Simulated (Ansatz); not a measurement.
Wanted: the native input for an Ansatz 0.2.0 run.

```
Task                              : single point
Functional                        : PBE
Potentials or basis               : Ansatz PAW
Cutoff                            : 420 eV (not typed: the program's choice for these potentials)
k mesh                            : 12 × 12 × 1
Occupations                       : fermi-dirac, width 0.05 eV
Spin                              : collinear spin, ferromagnetic start
Starting moments                  : [2.0, 2.0, 2.0, 2.0, 2.0, 2.0, 2.0, 2.0] μB
Boundary along the surface normal : dipole_correction
Miller                            : [0, 0, 1]
Bulk formula                      : Co
```

Co, a slab with vacuum:

```
Co
1.0
     2.47056    0.00000    0.00000
    -1.23528    2.13957    0.00000
     0.00000    0.00000   29.15441
Co
8
Direct
  0.33333 0.66667 0.25725
  0.00000 0.00000 0.32661
  0.66667 0.33333 0.39596
  0.00000 0.00000 0.46532
  0.33333 0.66667 0.53468
  0.00000 0.00000 0.60404
  0.66667 0.33333 0.67339
  0.00000 0.00000 0.74275
```

The cell isn't the ideal one: the (0 0 1) slab of Co, cut from the database cell, not relaxed.

One way to write it, as run:

input.yaml

```yaml
crystal:
  lattice:
    - [2.4705617809, 0.0, 0.0]
    - [-1.2352808904, 2.1395692639, 0.0]
    - [0.0, 0.0, 29.15440915]
  atoms:
    - { symbol: Co, position: [0.33333333, 0.66666666, 0.2572509688], spin: 2.0 }
    - { symbol: Co, position: [0.0, 0.0, 0.3266078349], spin: 2.0 }
    - { symbol: Co, position: [0.66666667, 0.33333334, 0.3959647009], spin: 2.0 }
    - { symbol: Co, position: [0.0, 0.0, 0.465321567], spin: 2.0 }
    - { symbol: Co, position: [0.33333333, 0.66666666, 0.534678433], spin: 2.0 }
    - { symbol: Co, position: [0.0, 0.0, 0.6040352991], spin: 2.0 }
    - { symbol: Co, position: [0.66666667, 0.33333334, 0.6733921651], spin: 2.0 }
    - { symbol: Co, position: [0.0, 0.0, 0.7427490312], spin: 2.0 }
hamiltonian:
  xc: pbe
  pseudopotentials: { kind: paw }
magnetization:
  spin_polarized: true
kpoints:
  mp_grid: { grid: [12, 12, 1] }
scf:
  occupations: { method: fermi_dirac, width: 0.05 }
output:
  forces: true
  eigenvalues: true
efield:
  axis: 3
  dipole_correction: true
  ramp_width: 0.04
```

Potentials or basis: Ansatz PAW.

Launch:

```sh
$ ansatz run input.yaml --threads 4 --pin off --max-ram 11264MiB --backend cpu --events-out ev --progress --plain --runs-dir out
```

It gave:

- Largest force: 0.497 eV/Å
- Band gap on the k mesh: none (metal or under the smearing width)
- Net moment: 13.34 μB per cell
- Absolute moment: 14.61 μB per cell
- Site moments: Co +1.81, +1.74, +1.72, +1.71, +1.69, +1.73, +1.78 μB
- Work function of the upper face: 5.02 eV
- Work function of the lower face: 5.08 eV
- Dipole across the slab: 0.002 e·Å

Run time: 34 s on 4 threads of Arm Neoverse V1 (shared host), peak memory 0.83 GiB.
